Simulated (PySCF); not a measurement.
# C₆H₅FOS: electronic excitations

Wanted: the electronic excitations of C₆H₅FOS (`C#CC1=CC[C@@H](F)[S@@]1=O`), by calculation.

Computed with PySCF 2.14.0, with density-fitted response routines of our own, on a single molecule in the gas phase. Atoms count from 0, in the outputs and in this text.

## (1) The molecule as given

14 atoms, charge 0, multiplicity 1; geometry from: GFN2-xTB.

Bonds of the start (Å): C0–C1 1.20, C1–C2 1.40, C2–C3 1.33, C3–C4 1.49, C4–C5 1.52, C5–F6 1.37, C5–S7 1.89, S7–O8 1.46, S7–C2 1.84, C0–H9 1.05, C3–H10 1.08, C4–H11 1.09, C4–H12 1.09, C5–H13 1.09.

## (2) Excited states and response: PBE0/def2-SVPD

Job settings and geometry (Å):

```
{"job": {"kind": "uv", "xc": "PBE0", "basis": "def2-SVPD", "nstates": 8, "ntriplets": 3}, "charge": 0, "multiplicity": 1}
C      3.313085    -0.899630    -0.152060
C      2.151465    -0.607641    -0.047341
C      0.805588    -0.236571     0.001118
C     -0.076950    -0.429509     0.975662
C     -1.465461     0.068708     0.744829
C     -1.417671     1.017784    -0.441796
F     -1.238799     2.310779    -0.019817
S      0.086718     0.575945    -1.488139
O     -0.357103    -0.515848    -2.350735
H      4.324759    -1.167840    -0.219405
H      0.159050    -0.933840     1.900532
H     -1.850150     0.591768     1.624215
H     -2.131508    -0.772193     0.531672
H     -2.303700     0.997615    -1.080901
```

Method: TDDFT PBE0/def2-SVPD, vertical, gas phase, core orbitals frozen in the response.

Started as:

```bash
> OMP_NUM_THREADS=1 python probes_run.py task.json out
```

The driver reads the jobs from task.json and runs them one after another.

Log:

```text
coarse grid: 13416 points
cycle   1  E = -803.4807152629  dE =  1.747e+00  |g| = 9.533e-01  |ddm| = 1.541e+01
cycle   2  E = -802.4711875523  dE =  1.010e+00  |g| = 2.369e+00  |ddm| = 5.260e+00
cycle   3  E = -803.6518007707  dE = -1.181e+00  |g| = 2.760e-01  |ddm| = 4.213e+00
cycle   4  E = -803.6645794874  dE = -1.278e-02  |g| = 1.578e-01  |ddm| = 8.355e-01
cycle   5  E = -803.6689370848  dE = -4.358e-03  |g| = 5.332e-02  |ddm| = 2.904e-01
cycle   6  E = -803.6695494554  dE = -6.124e-04  |g| = 1.903e-02  |ddm| = 1.408e-01
cycle   7  E = -803.6696369041  dE = -8.745e-05  |g| = 4.695e-03  |ddm| = 3.766e-02
cycle   8  E = -803.6696416319  dE = -4.728e-06  |g| = 9.321e-04  |ddm| = 1.131e-02
final grid: 128672 points
cycle   9  E = -803.7710265038  dE = -2.444e-05  |g| = 1.157e-02  |ddm| = 1.953e-01
cycle  10  E = -803.7709613445  dE =  6.516e-05  |g| = 2.059e-02  |ddm| = 6.888e-02
cycle  11  E = -803.7710566369  dE = -9.529e-05  |g| = 3.271e-03  |ddm| = 4.505e-02
cycle  12  E = -803.7710589791  dE = -2.342e-06  |g| = 5.018e-04  |ddm| = 6.130e-03
cycle  13  E = -803.7710590196  dE = -4.045e-08  |g| = 2.808e-04  |ddm| = 1.808e-03
cycle  14  E = -803.7710590380  dE = -1.840e-08  |g| = 8.184e-05  |ddm| = 6.447e-04
cycle  15  E = -803.7710590394  dE = -1.407e-09  |g| = 2.599e-05  |ddm| = 2.253e-04
cycle  16  E = -803.7710590395  dE = -1.492e-10  |g| = 7.089e-06  |ddm| = 6.268e-05
converged SCF energy = -803.7710590395

Static polarisability (au): isotropic 94.179, principal 67.084 87.483 127.970

Singlet excitations
state   eV       nm        f      main configurations
  1   4.1531    298.5   0.00093   H->L 0.97
  2   4.8190    257.3   0.00089   H-2->L 0.91
  3   5.2366    236.8   0.09682   H-1->L 0.63, H->L+1 0.27
  4   5.4345    228.1   0.11280   H->L+1 0.67, H-1->L 0.20
  5   5.7053    217.3   0.00319   H-3->L 0.56, H->L+2 0.21, H-1->L+2 0.11
  6   5.8259    212.8   0.00469   H-1->L+1 0.53, H-1->L+2 0.27, H-3->L 0.11
  7   5.8724    211.1   0.01161   H->L+2 0.66, H-3->L 0.22
  8   6.1886    200.3   0.00287   H-1->L+2 0.52, H-1->L+1 0.37

Triplet excitations (Tamm-Dancoff, eV): 3.2809 3.9193 4.5282
```

It took 90 s on 1 thread of Intel Xeon at 2.70GHz, shared host; peak memory 0.88 GiB.

The orbitals next to the gap, with their largest atomic shares:

| orbital | eV | atoms |
| --- | --- | --- |
| HOMO−3 | -9.00 | C1 31 %, C0 27 %, O8 22 % |
| HOMO−2 | -7.93 | O8 34 %, C0 17 %, C1 14 % |
| HOMO−1 | -7.59 | C0 24 %, C3 20 %, C1 19 % |
| HOMO | -7.18 | O8 51 %, S7 29 %, C5 6 % |
| LUMO | -1.70 | C3 31 %, C2 20 %, C0 13 % |
| LUMO+1 | -0.33 | S7 44 %, C5 12 %, O8 10 % |
| LUMO+2 | -0.02 | S7 24 %, C0 20 %, C1 16 % |

With each of the 8 states as a Gaussian band of 0.4 eV half-width at 1/e, the curve within the window shown has maxima at 231 nm (ε 8,200) L/(mol cm). Beyond the last state computed it falls off for lack of states. The curve at chosen wavelengths:

(nm, ε (L/mol/cm)): (191, 130), (197, 381), (204, 1054), (210, 2235), (216, 4146), (222, 6373), (229, 8058), (235, 7904), (241, 6459), (248, 4173), (254, 2476), (260, 1311), (266, 635), (273, 257), (279, 123), (285, 70), (291, 51), (298, 43), (304, 38), (310, 33), (317, 26), (323, 20), (329, 15), (335, 10), (342, 7), (348, 4)

Leading natural transition orbitals of singlet state 4: the hole lies on O8 58 %; S7 20 %; the particle on S7 39 %; C2, C5 about 10 % each; O8 9 %.

Leading natural transition orbitals of singlet state 1: the hole lies on O8 50 %; S7 27 %; C2 8 %; the particle on C3 30 %; C2 20 %; C0 11 %.

Ground-state properties from the same run:

| property | computed |
| --- | --- |
| dipole moment (D) | 3.38 |
| polarisability (Å³) | 13.96 |
| HOMO–LUMO gap (eV) | 5.48 |
| −ε(HOMO) (eV) | 7.18 |

Orbitals, density, ELF and potential are computed afterwards from the orbital file.

Frontier orbitals at PBE0/def2-SVPD, with the share of their density that lies nearest to each atom:

| orbital | energy (eV) | lies on |
| --- | --- | --- |
| HOMO | -7.18 | O8 52 %; S7 27 % |
| LUMO | -1.70 | C3 30 %; C2 20 %; C0 13 % |

ELF in a plane through or near 9 of the atoms.

Ten even steps from '0' (0.00) to '9' (1.00):
```
0000000000000000000000000000
0000000000000000000000000000
0000000000000000000000000000
0000000000005610000000000000
0000000000049950012000000000
0000000000049971299600000000
0000001231019973699800000000
0000124666215228599500000000
0002776687648758256100000000
0007997281461834784000000000
0008997381473613756300000000
0004997687548857429940000000
0000344665117228789981000000
0000001230025354369970000000
0000000000027545105810000000
0000000000013442000000000000
0000000000000000000000000000
0000000000000000000000000000
0000000000000000000000000000
0000000000000000000000000000
```
The map spans 14.2 Å across and 9.4 Å up, centred on the molecule. Atoms in the plane (x, y in Å): C0 (-3.4, -0.1), C1 (-2.2, 0.0), C2 (-0.8, 0.0), C3 (0.0, 1.1), C4 (1.4, 0.8), C5 (1.6, -0.6), S7 (0.0, -1.6), H9 (-4.5, -0.1), H13 (2.5, -1.2).

log10 of the density (e/Å³) in the same plane.

Ten even steps from '0' (-4.0) to '9' (1.4):
```
0000000000000000000000000000
0000000000000000000000000000
0000000000012221000000000000
0000000000123332222100000000
0000000011235543333210000000
0000112233346765555421000000
0001223444456776676531000000
0002345555557877777531000000
0013556677677877876431000000
0014677888778777776431000000
0014677888778766777532000000
0013566777667777787642100000
0002445565567887777643100000
0001233444457997666542000000
0000122333356776544431000000
0000000111245665432210000000
0000000000134444321100000000
0000000000012333210000000000
0000000000000111000000000000
0000000000000000000000000000
```
The map spans 14.2 Å across and 9.4 Å up, centred on the molecule. Atoms in the plane (x, y in Å): C0 (-3.4, -0.1), C1 (-2.2, 0.0), C2 (-0.8, 0.0), C3 (0.0, 1.1), C4 (1.4, 0.8), C5 (1.6, -0.6), S7 (0.0, -1.6), H9 (-4.5, -0.1), H13 (2.5, -1.2).

On the surface of density 0.002 e/bohr³ the electrostatic potential runs, from the 1st to the 99th percentile, from -1.84 V near O8 to 1.49 V near H9.

## (3) Summary of results

| quantity | value |
| --- | --- |
| lowest singlet (PBE0/def2-SVPD) | 4.15 eV (299 nm), f = 0.001 |
| brightest single state of those computed | state 4, 5.43 eV, f = 0.113 |
| lowest triplet | 3.28 eV |
| surface potential, 1st and 99th percentile | -1.84 V and 1.49 V |

**Reading.** The lowest singlet, at 4.15 eV, is HOMO→LUMO 0.97 and is dark; of the 8 states computed, the strongest absorption comes from state 4 at 5.43 eV. The lowest triplet lies 0.87 eV below the lowest singlet (triplets in Tamm-Dancoff, singlets in full TDDFT). By nearest atom (PBE0/def2-SVPD), the HOMO sits on O8 52 %; S7 27 % and the LUMO on C3 30 %; C2 20 %.
